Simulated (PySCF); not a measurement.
# Sm³⁺: ionisation energy in x2c-TZVPPall

Aim: the ionisation energy of samarium from differences of total energies, at each level of theory, and how far each lands from the tabulated value where there is one.

Method: unrestricted determinants in a Gaussian basis, no spin-orbit coupling in the energies. Code: PySCF 2.14.0.

### 1 Starting point

| Quantity | Value |
| --- | --- |
| Element | samarium (Z = 62) |
| Basis | x2c-TZVPPall |
| Hamiltonian | scalar relativity by spin-free X2C-1e |
| State 1 | Sm³⁺: [Xe] 4f5, one real determinant |
| Needed too, but not shown | Sm²⁺ [Xe] 4f6 (7F) |
| Methods | UHF, LDA, PBE, PBE0, r2SCAN, MP2 |
| Core shells frozen in the correlated runs | valence: [Kr] 4d10; valence and next inner shell: [Ar] 3d10 (for Sm³⁺) |

The outer shells:

Sm3+ [Xe] 4f5
```
[Xe] core
4f [↑ ][↑ ][↑ ][↑ ][↑ ][  ][  ]
```

One driver process ran all states and methods and kept the integrals in memory. Each run is shown as a PySCF script that sums up its settings (the driver passes frozen orbitals as a list and adds second-order terms of double hybrids); the logs are those of the runs themselves. The driver starts from symmetry-adapted Hartree-Fock orbitals, holds the occupation by maximum overlap and uses a logarithmic radial grid for functionals, so a plain start would take other cycles.

The integrals over 113 functions and the set-up took 32 s of CPU time.

### 2 Sm³⁺, method by method

#### UHF

Contents of input.py:

```python
from pyscf import gto, scf, dft, mp, cc
import basis_set_exchange as bse
mol = gto.M(atom="Sm 0 0 0", charge=3, spin=5, symmetry="D2h",
            basis=gto.basis.parse(bse.get_basis("x2c-TZVPPall", elements=["Sm"], fmt="nwchem")),
            nucmod="G")
mf = scf.UHF(mol).sfx2c1e()
mf.irrep_nelec = {'Ag': (9, 9), 'B1g': (2, 2), 'B2g': (2, 2), 'B3g': (2, 2), 'Au': (1, 0), 'B1u': (6, 4), 'B2u': (6, 4), 'B3u': (4, 4)}
mf.kernel()
```

#### LDA

input.py, as changed from the run before:

```diff
@@ -5,3 +5,3 @@
             nucmod="G")
-mf = scf.UHF(mol).sfx2c1e()
+mf = dft.UKS(mol, xc="LDA,VWN").sfx2c1e()
 mf.irrep_nelec = {'Ag': (9, 9), 'B1g': (2, 2), 'B2g': (2, 2), 'B3g': (2, 2), 'Au': (1, 0), 'B1u': (6, 4), 'B2u': (6, 4), 'B3u': (4, 4)}
```

#### PBE

input.py, as changed from the run before:

```diff
@@ -5,3 +5,3 @@
             nucmod="G")
-mf = dft.UKS(mol, xc="LDA,VWN").sfx2c1e()
+mf = dft.UKS(mol, xc="PBE").sfx2c1e()
 mf.irrep_nelec = {'Ag': (9, 9), 'B1g': (2, 2), 'B2g': (2, 2), 'B3g': (2, 2), 'Au': (1, 0), 'B1u': (6, 4), 'B2u': (6, 4), 'B3u': (4, 4)}
```

#### PBE0

input.py, as changed from the run before:

```diff
@@ -5,3 +5,3 @@
             nucmod="G")
-mf = dft.UKS(mol, xc="PBE").sfx2c1e()
+mf = dft.UKS(mol, xc="PBE0").sfx2c1e()
 mf.irrep_nelec = {'Ag': (9, 9), 'B1g': (2, 2), 'B2g': (2, 2), 'B3g': (2, 2), 'Au': (1, 0), 'B1u': (6, 4), 'B2u': (6, 4), 'B3u': (4, 4)}
```

#### r2SCAN

input.py, as changed from the run before:

```diff
@@ -5,3 +5,3 @@
             nucmod="G")
-mf = dft.UKS(mol, xc="PBE0").sfx2c1e()
+mf = dft.UKS(mol, xc="R2SCAN").sfx2c1e()
 mf.irrep_nelec = {'Ag': (9, 9), 'B1g': (2, 2), 'B2g': (2, 2), 'B3g': (2, 2), 'Au': (1, 0), 'B1u': (6, 4), 'B2u': (6, 4), 'B3u': (4, 4)}
```

#### MP2 (valence)

input.py, as changed from the run before:

```diff
@@ -5,4 +5,5 @@
             nucmod="G")
-mf = dft.UKS(mol, xc="R2SCAN").sfx2c1e()
+mf = scf.UHF(mol).sfx2c1e()
 mf.irrep_nelec = {'Ag': (9, 9), 'B1g': (2, 2), 'B2g': (2, 2), 'B3g': (2, 2), 'Au': (1, 0), 'B1u': (6, 4), 'B2u': (6, 4), 'B3u': (4, 4)}
 mf.kernel()
+mp.UMP2(mf, frozen=23).kernel()
```

#### MP2 (valence and next inner shell)

input.py, as changed from the run before:

```diff
@@ -8,2 +8,2 @@
 mf.kernel()
-mp.UMP2(mf, frozen=23).kernel()
+mp.UMP2(mf, frozen=14).kernel()
```

What does the calculation give?

As calculated:

| quantity | value |
| --- | --- |
| ionisation energy, Sm²⁺ | UHF 21.287, MP2 (valence and next inner shell) 23.894 eV; reference 23.55 ± 0.08 |

What this shows: The methods span 3.968 eV, from UHF (21.287) to LDA (25.255). The reference is uncertain or not like for like (spin-orbit coupling or other relativistic terms), so no ranking of close methods is drawn. All values hold for this basis alone; no basis-set limit was taken.
